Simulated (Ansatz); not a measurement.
# Hf: the cost of one run

Program: Ansatz 0.2.0. Level of theory: DFT PBE, scalar-relativistic, plane waves, PAW. These are calculated values, not measurements.

1 further run of the same task is left out (it didn't finish).

### 1 The starting structure

Symmetry: P6_3/mmc, No. 194, hexagonal system. Conventional cell: a = 3.192 Å, b = 3.192 Å, c = 5.045 Å, α = 90.00°, β = 90.00°, γ = 120.00°. Hf (site symmetry -6m2) is surrounded by 12 Hf at 3.12 to 3.19 Å.

Structure file:

```cif
data_structure
_symmetry_space_group_name_H-M 'P 1'
_symmetry_Int_Tables_number 1
_cell_length_a 3.1924
_cell_length_b 3.1924
_cell_length_c 5.0450
_cell_angle_alpha 90.000
_cell_angle_beta 90.000
_cell_angle_gamma 120.000
_cell_volume 44.53
loop_
_atom_site_label
_atom_site_type_symbol
_atom_site_fract_x
_atom_site_fract_y
_atom_site_fract_z
_atom_site_occupancy
Hf1 Hf 0.33333 0.66667 0.25000 1
Hf2 Hf 0.66667 0.33333 0.75000 1
```

Source of the structure: the Materials Project (structure only).

(A quick probe on a coarse mesh, which set the mesh and smearing, is not shown.)

### 3 Full relaxation

input.yaml reads:

```yaml
crystal:
  lattice:
    - [3.19238463, 0.0, 0.0]
    - [-1.59619232, 2.76468619, 0.0]
    - [0.0, 0.0, 5.04504164]
  atoms:
    - { symbol: Hf, position: [0.33333333, 0.66666667, 0.25] }
    - { symbol: Hf, position: [0.66666667, 0.33333333, 0.75] }
basis:
  ecutwfc: 420
kpoints:
  mp_grid: { grid: [18, 18, 8] }
hamiltonian:
  xc: pbe
scf:
  occupations: { method: gaussian, width: 0.1 }
output:
  forces: true
  stress: true
  eigenvalues: true
  write_density: true
  write_potential: true
  elf: true
  volumetric_format: npy
relax:
  adjacent_minimum: "off"
  f_tol: 0.005
  max_steps: 80
  cell: { stress_tol: 0.05 }
```

The run is started by

```console
> ansatz run input.yaml --threads 4 --pin off --max-ram 8192MiB --backend cpu --events-out ev --progress --plain --runs-dir out
```

What time and memory should one allow on 4 threads of Arm Neoverse V2, shared host?

About 13 s, with a peak of 0.52 GiB.
